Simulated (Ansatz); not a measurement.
# CH6GeS: inputs that go wrong

Aim: try 3 inputs for CH6GeS as typed, read how each ends, and find what has to change.

The runs use Ansatz 0.2.0, Gaussian basis; the settings change from run to run.

## Step 1: The molecule

The structure was relaxed beforehand with PBE0-D4 in a triple-zeta def2 set.

SMILES `S[CH2][GeH3]`, 9 atoms, charge 0, spin multiplicity 1.

Atoms are counted from 1 here; the program's logs count them from 0.

Bond lengths: S1–C2 1.808 Å, S1–H4 1.343 Å, C2–Ge3 1.962 Å, C2–H5 1.092 Å, C2–H6 1.091 Å, Ge3–H7 1.541 Å, Ge3–H8 1.539 Å, Ge3–H9 1.535 Å. Angles: C2–S1–H4 97.4°, S1–C2–Ge3 112.6°, S1–C2–H5 105.4°, S1–C2–H6 110.9°, Ge3–C2–H5 108.8°, Ge3–C2–H6 111.2°, H5–C2–H6 107.5°, C2–Ge3–H7 110.6°, C2–Ge3–H8 108.3°, C2–Ge3–H9 109.4°, H7–Ge3–H8 109.2°, H7–Ge3–H9 109.9°, H8–Ge3–H9 109.5°.

## Step 2: Input 1

in.yaml

```yaml
crystal:
  periodic: [false, false, false]
  atoms:
    - {symbol: S, position_ang: [-1.057370, 0.754552, -0.464459]}
    - {symbol: C, position_ang: [0.155482, 0.501893, -0.217763]}
    - {symbol: Ge, position_ang: [0.300660, -0.505309, 0.379177]}
    - {symbol: H, position_ang: [-1.315834, 0.063095, -0.729244]}
    - {symbol: H, position_ang: [0.371472, 0.992570, 0.144893]}
    - {symbol: H, position_ang: [0.549744, 0.488745, -0.778091]}
    - {symbol: H, position_ang: [1.344306, -0.719978, 0.549580]}
    - {symbol: H, position_ang: [-0.196074, -1.371652, -0.107221]}
    - {symbol: H, position_ang: [-0.152488, -0.418572, 1.209652]}
basis:
  gaussian: {orbitals: STO-3G}
total_charge: 1
magnetization: {spin_polarized: true, initial_magnetization: 1}
hamiltonian: {xc: {name: B3LYP5}}
output: {forces: true}
```

Command:

```
ansatz run in.yaml --threads 2 --pin off --events-out ev --progress --plain --max-ram 4352MiB
```

Standard output, shortened:

```text
Functional definition: B3LYP5
  name "B3LYP5"
  cite "Stephens, Devlin, Chabalowski & Frisch, J. Phys. Chem. 98, 11623 (1994) doi:10.1021/j100096a001"
  cite "Becke, Phys. Rev. A 38, 3098 (1988) doi:10.1103/PhysRevA.38.3098"
  cite "Lee, Yang & Parr, Phys. Rev. B 37, 785 (1988) doi:10.1103/PhysRevB.37.785"
  cite "Vosko, Wilk & Nusair, Can. J. Phys. 58, 1200 (1980) doi:10.1139/p80-159"
[...]
438 factors; integrals over basis functions are off by at most 3.9e-5 eV
[...]
mean field -67620.93332110 eV, -2485.0234644355 hartree, gradient 6.5e-5 eV, S^2 0.750586; 0 other end points of the search recorded, 0 dependent functions left out
[...]
reference -67620.93346306 eV, -2485.0234696523 hartree; 30, 29 occupied and 8, 9 virtual orbitals, 438 factors
Total energy: -67620.93346306 eV, -2485.0234696523 hartree
Atom 0 at    -1.057370     0.754552    -0.464459 Å, force   -26.095818    91.903238    16.638353 eV/Å
Atom 1 at     0.155482     0.501893    -0.217763 Å, force   -19.672729     1.563149   -22.971837 eV/Å
Atom 2 at     0.300660    -0.505309     0.379177 Å, force    19.445506   -60.960174    23.202334 eV/Å
Atom 3 at    -1.315834     0.063095    -0.729244 Å, force   -29.218070   -75.593454   -31.018294 eV/Å
Atom 4 at     0.371472     0.992570     0.144893 Å, force    25.680372    57.049294    37.489939 eV/Å
Atom 5 at     0.549744     0.488745    -0.778091 Å, force    33.811701     1.508055   -47.096505 eV/Å
Atom 6 at     1.344306    -0.719978     0.549580 Å, force    18.413197    -3.774125     2.267763 eV/Å
Atom 7 at    -0.196074    -1.371652    -0.107221 Å, force    -7.003517   -14.254149    -8.097177 eV/Å
Atom 8 at    -0.152488    -0.418572     1.209652 Å, force   -15.360643     2.558166    29.585424 eV/Å
Dipole moment:    -0.277634     0.443378    -0.477007 e Å
```

It took 1.4 s on 2 threads of Arm Neoverse V1, shared host.

**Diagnosis.** It ended without an error, which proves nothing about the input. The geometry is squeezed well below its size. The shortest distance is 0.65 Å (C2–H5), against 1.09 Å in the relaxed molecule. It also asks for charge 1 and multiplicity 2, another species or state than the molecule above. Its energy is no property of the relaxed molecule. Cure: use the relaxed coordinates, and set charge and spin to those of the species named.

## Step 3: Input 2

in.yaml

```yaml
crystal:
  periodic: [false, false, false]
  atoms:
    - {symbol: S, position_ang: [-3.489320, 2.905024, -1.532716]}
    - {symbol: C, position_ang: [0.513091, 1.932288, -0.838389]}
    - {symbol: Ge, position_ang: [0.992179, -1.945441, 1.459830]}
    - {symbol: H, position_ang: [-4.342252, 0.208213, -2.807589]}
    - {symbol: H, position_ang: [1.430165, 3.821395, 0.557837]}
    - {symbol: H, position_ang: [1.814156, 1.881667, -2.995649]}
    - {symbol: H, position_ang: [4.436209, -2.771914, 1.813614]}
    - {symbol: H, position_ang: [-0.647046, -4.526450, -0.353831]}
    - {symbol: H, position_ang: [-0.503211, -1.611504, 4.657160]}
basis:
  gaussian: {orbitals: cc-pVTZ-DK}
magnetization: {spin_polarized: true, initial_magnetization: 2}
hamiltonian: {xc: {name: SPW92}}
scf: {lower_state_search: light}
```

Same command.

Standard output, shortened:

```text
Functional definition: SPW92
  name "SPW92"
  cite "Dirac, Proc. Camb. Phil. Soc. 26, 376 (1930) doi:10.1017/S0305004100016108"
  cite "Slater, Phys. Rev. 81, 385 (1951) doi:10.1103/PhysRev.81.385"
  cite "Perdew & Wang, Phys. Rev. B 45, 13244 (1992) doi:10.1103/PhysRevB.45.13244"
[...]
1168 factors; their error is unknown
[...]
mean field -68944.38290105 eV, -2533.6593394323 hartree, gradient 2.2e-6 eV, S^2 5.637384; 12 other end points of the search recorded, 0 dependent functions left out
reference -68944.38296286 eV, -2533.6593417038 hartree; 31, 29 occupied and 160, 162 virtual orbitals, 1168 factors
Total energy: -68944.38296286 eV, -2533.6593417038 hartree
Relativity: scalar
```

It took 35 s on 2 threads of Arm Neoverse V1, shared host; peak memory 0.44 GiB.

Diagnosis: The run converged, but a converged run isn't a right one. The geometry is stretched to more than twice its size. The shortest distance is 2.52 Å (C2–H6), against 1.09 Å in the relaxed molecule. It also asks for charge 0 and multiplicity 3, another species or state than the molecule above. Its coordinates are also moved off the relaxed structure. Its energy is no property of the relaxed molecule. Cure: use the relaxed coordinates, and set charge and spin to those of the species named.

## Step 4: Input 3

in.yaml

```yaml
crystal:
  periodic: [false, false, false]
  atoms:
    - {symbol: S, position_ang: [-1.510528, 1.257586, -0.663513]}
    - {symbol: C, position_ang: [0.222117, 0.836488, -0.362939]}
    - {symbol: Ge, position_ang: [0.429515, -0.842182, 0.631961]}
    - {symbol: H, position_ang: [-1.879763, 0.090135, -1.215406]}
    - {symbol: H, position_ang: [0.619119, 1.654284, 0.241488]}
    - {symbol: H, position_ang: [0.785349, 0.814574, -1.296818]}
    - {symbol: H, position_ang: [1.920437, -1.199963, 0.785114]}
    - {symbol: H, position_ang: [-0.280106, -1.959502, -0.153173]}
    - {symbol: H, position_ang: [-0.217840, -0.697621, 2.016087]}
basis:
  gaussian: {orbitals: def2-TZVPD, nuclear_model: gaussian}
total_charge: -1
magnetization: {spin_polarized: true, initial_magnetization: 1}
hamiltonian: {xc: {name: wB97X-D}, dispersion: d4}
accuracy: high
output: {forces: true}
```

The command is unchanged.

Standard output:

```text
Error: YAML parse error: error: line 17 column 19: hamiltonian.xc: no functional is named "wB97X-D"; the names, which are not case-sensitive, are SVWN5, SPW92, PBE, PBE0, PBEsol, revPBE, revPBE0, RPBE, rPW86-PBE, HSE06, wPBEh, LC-wPBE, HISS, HF, BLYP, B3LYP, B3LYP5, BHLYP, CAM-B3LYP, r2SCAN, r2SCANh, r2SCAN0, r2SCAN50, m-r2SCAN, B97, wB97, wB97X, wB97X-V, B97M-V, wB97M-V, B2PLYP, B2GP-PLYP, PBE0-DH, PBE-QIDH
  --> <input>:17:19
   |
15 | total_charge: -1
16 | magnetization: {spin_polarized: true, initial_magnetization: 1}
17 | hamiltonian: {xc: {name: wB97X-D}, dispersion: d4}
   |                   ^ hamiltonian.xc: no functional is named "wB97X-D"; the names, which are not case-sensitive, are SVWN5, SPW92, PBE, PBE0, PBEsol, revPBE, revPBE0, RPBE, rPW86-PBE, HSE06, wPBEh, LC-wPBE, HISS, HF, BLYP, B3LYP, B3LYP5, BHLYP, CAM-B3LYP, r2SCAN, r2SCANh, r2SCAN0, r2SCAN50, m-r2SCAN, B97, wB97, wB97X, wB97X-V, B97M-V, wB97M-V, B2PLYP, B2GP-PLYP, PBE0-DH, PBE-QIDH
18 | accuracy: high
19 | output: {forces: true}
   |
```

Run time: 0.05 s. Hardware: 2 threads of Arm Neoverse V1, shared host.

Diagnosis: Refused before any calculation. The method's name isn't one that the program takes here. It also asks for charge -1 and multiplicity 2, another species or state than the molecule above. Fix: name a functional that the program knows, and set charge and spin to those of the species named.

## Step 5: How the tries ended

| input | level | ended | cause | time |
| --- | --- | --- | --- | --- |
| 1 | B3LYP5/STO-3G | converged | the geometry is squeezed well below its size | 1.4 s |
| 2 | SPW92/cc-pVTZ-DK | converged | the geometry is stretched to more than twice its size | 35 s |
| 3 | wB97X-D/def2-TZVPD | refused | the method's name isn't one that the program takes here | 0.05 s |

**Reading.** 2 converged, 1 refused. A refusal costs next to no computing time. The dangerous case is the input that converges on a wrong geometry, charge, spin, basis or grid: often only a look at the input shows it.
